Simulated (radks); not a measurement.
# Shell filling in a hard-walled sphere of radius 3.55 bohr*, with a point charge of +1 at the centre, N = 13 to 15

Which level does each new electron take in a hard-walled sphere of radius 3.55 bohr*, with a point charge of +1 at the centre, and at which counts is the dot hardest to charge further? Each count tries a few candidate levels and keeps the lowest.

Method: non-relativistic spin-polarised Kohn-Sham, exchange-only LDA, spherically averaged shells; computed with radks, version 2.

**1. The model**

```
well                     : a hard-walled sphere of radius 3.55 bohr*, with a point charge of +1 at the centre
functional               : exchange-only LDA
levels                   : named by radial order: 1s, 1p, 1d, 2s, 1f and so on
units                    : effective atomic units, hartree* and bohr*
configuration carried in : 1s2 1p6 1d(up 4, down 0) (N = 12, energy 29.993356)
```

The runs that follow: 13 electrons; Electron number 14; 15 electrons.

**Question.** What will these runs give? Wanted: closed shells at N; largest addition energy; most unpaired electrons; configuration at N = 15.

As calculated:

| quantity | value |
| --- | --- |
| closed shells at N | none in this range |
| largest addition energy | 0.464 hartree* at N = 13 (of N = 13 to 14) |
| most unpaired electrons | 5 at N = 13 |
| configuration at N = 15 | 1s2 1p6 1d(up 5, down 2) |

**Reading.** No shell closes in this range; the second difference peaks at N = 13, where a shell is half full. The largest moment in range is 5, first at N = 13: exchange favours parallel spins in open shells. Spherical averaging forbids deformation, and the greedy search can miss a lower configuration.
